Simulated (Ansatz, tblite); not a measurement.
# C11H21AgS: rung by rung

How do method and basis change the picture of C11H21AgS (singlet)?

Computed with Ansatz 0.2.0, Gaussian basis. Level: as each input shows.

The runs, in order: GFN1-xTB, GFN2-xTB, PBE-D4/def2-TZVP, r2SCAN-D4/def2-TZVP, PBE-D4/def2-SVP, PBE0-D4/def2-SVP, MP2/def2-SVP.

8 further runs of the same task are left out: 4 that didn't finish, 4 set aside as unsound or not needed.

### 1 The geometry

The singlet was relaxed beforehand with PBE-D4/def2-SVP.

SMILES `C=CCCCCCCCCC[S][Ag]`, 34 atoms, charge 0, spin multiplicity 1.

Bond lengths: C1–C2 1.345 Å, C1–H14 1.102 Å, C1–H15 1.104 Å, C2–C3 1.504 Å, C2–H16 1.106 Å, C3–C4 1.543 Å, C3–H17 1.111 Å, C3–H18 1.115 Å, C4–C5 1.533 Å, C4–H19 1.113 Å, C4–H20 1.111 Å, C5–C6 1.535 Å, C5–H21 1.114 Å, C5–H22 1.111 Å, C6–C7 1.534 Å, C6–H23 1.113 Å, C6–H24 1.113 Å, C7–C8 1.535 Å and more. Angles: C2–C1–H14 121.8°, C2–C1–H15 121.4°, H14–C1–H15 116.9°, C1–C2–C3 125.1°, C1–C2–H16 118.4°, C3–C2–H16 116.5°, C2–C3–C4 114.4°, C2–C3–H17 109.2°, C2–C3–H18 109.1°, C4–C3–H17 109.1°, C4–C3–H18 108.3°, H17–C3–H18 106.4°, C3–C4–C5 114.7°, C3–C4–H19 108.9°, C3–C4–H20 108.0°, C5–C4–H19 109.3°, C5–C4–H20 109.5°, H19–C4–H20 106.1° and more.

Ag takes a core potential in the def2 sets. No spin-orbit coupling is included.

PBE0-D4/def2-TZVP was run before; its log isn't repeated, and its numbers join the tables.

### 2 GFN1-xTB

Tight binding, by tblite at 300 K electronic temperature and without a spin-polarisation term:

```python
tblite.interface.Calculator('GFN1-xTB', numbers, positions, charge=0, uhf=0).singlepoint()
```

Energy -1145.4415 eV, HOMO -10.03 eV, LUMO -7.95 eV; 0.053 s.

### 3 GFN2-xTB

Tight binding, by tblite at 300 K electronic temperature and without a spin-polarisation term:

```python
tblite.interface.Calculator('GFN2-xTB', numbers, positions, charge=0, uhf=0).singlepoint()
```

Energy -1126.0858 eV, HOMO -9.42 eV, LUMO -6.22 eV; 0.039 s.

### 4 PBE-D4/def2-TZVP

start.molden holds the orbitals of an earlier run on this state, given as this run's starting guess.

Input file in.yaml:

```yaml
crystal:
  periodic: [false, false, false]
  atoms:
    - {symbol: C, position_ang: [-5.752539, -0.638211, 0.623908]}
    - {symbol: C, position_ang: [-4.872280, 0.046773, -0.128570]}
    - {symbol: C, position_ang: [-3.922717, -0.565300, -1.121769]}
    - {symbol: C, position_ang: [-2.434869, -0.469727, -0.724030]}
    - {symbol: C, position_ang: [-1.888528, 0.959425, -0.624181]}
    - {symbol: C, position_ang: [-0.416150, 1.046751, -0.198159]}
    - {symbol: C, position_ang: [0.582367, 0.463072, -1.206117]}
    - {symbol: C, position_ang: [2.056055, 0.639001, -0.814607]}
    - {symbol: C, position_ang: [2.486557, -0.146918, 0.429380]}
    - {symbol: C, position_ang: [3.969772, 0.024570, 0.773880]}
    - {symbol: C, position_ang: [4.405588, -0.784859, 1.993650]}
    - {symbol: S, position_ang: [6.136775, -0.519050, 2.549037]}
    - {symbol: Ag, position_ang: [7.372852, -1.043649, 0.635775]}
    - {symbol: H, position_ang: [-6.415341, -0.133503, 1.344546]}
    - {symbol: H, position_ang: [-5.846150, -1.735283, 0.543645]}
    - {symbol: H, position_ang: [-4.821893, 1.145436, -0.010345]}
    - {symbol: H, position_ang: [-4.190487, -1.632632, -1.272578]}
    - {symbol: H, position_ang: [-4.054689, -0.064658, -2.108780]}
    - {symbol: H, position_ang: [-2.288117, -0.987936, 0.250040]}
    - {symbol: H, position_ang: [-1.842648, -1.042496, -1.469754]}
    - {symbol: H, position_ang: [-2.021260, 1.471454, -1.605104]}
    - {symbol: H, position_ang: [-2.499001, 1.536643, 0.102856]}
    - {symbol: H, position_ang: [-0.299835, 0.541433, 0.786304]}
    - {symbol: H, position_ang: [-0.154382, 2.113592, -0.020296]}
    - {symbol: H, position_ang: [0.378895, -0.620092, -1.359744]}
    - {symbol: H, position_ang: [0.410396, 0.944521, -2.194607]}
    - {symbol: H, position_ang: [2.268434, 1.720697, -0.654882]}
    - {symbol: H, position_ang: [2.698074, 0.331207, -1.669465]}
    - {symbol: H, position_ang: [2.262774, -1.227354, 0.274631]}
    - {symbol: H, position_ang: [1.874277, 0.163326, 1.304771]}
    - {symbol: H, position_ang: [4.202200, 1.097251, 0.949486]}
    - {symbol: H, position_ang: [4.597304, -0.279962, -0.097093]}
    - {symbol: H, position_ang: [3.802115, -0.485871, 2.880284]}
    - {symbol: H, position_ang: [4.216453, -1.867650, 1.837910]}
basis:
  gaussian: {orbitals: def2-TZVP, initial_orbitals: start.molden}
hamiltonian: {xc: pbe, dispersion: d4}
scf: {omitted_lower_state_checks: [starts]}
output: {forces: true, orbitals: {seedname: orbitals}}
```

Run with:

```
ansatz run in.yaml --threads 6 --pin off --events-out ev --progress --plain --max-ram 7833MiB
```

The runs that follow: r2SCAN-D4/def2-TZVP; PBE-D4/def2-SVP; PBE0-D4/def2-SVP; MP2/def2-SVP.

Before running them: what should the planned runs give, taken together? Wanted: gap in def2-TZVP, named functionals, smallest and largest; correlation energy, MP2/def2-SVP; binding an atom, functionals in def2-TZVP; PBE0 total energy, smallest basis above largest.

The runs gave:

| quantity | value |
| --- | --- |
| gap in def2-TZVP, named functionals, smallest and largest | 1.48 eV (PBE-D4), 3.26 eV (PBE0-D4) |
| correlation energy, MP2/def2-SVP | -55.18 eV |
| binding an atom, functionals in def2-TZVP | 4.13 (r2SCAN-D4) to 4.20 eV (PBE-D4) |
| PBE0 total energy, smallest basis above largest | 16.90 eV (def2-SVP, def2-TZVP) |

Over the named functionals in def2-TZVP the gap runs from 1.48 eV (PBE-D4) to 3.26 eV (PBE0-D4); exact exchange widens it.
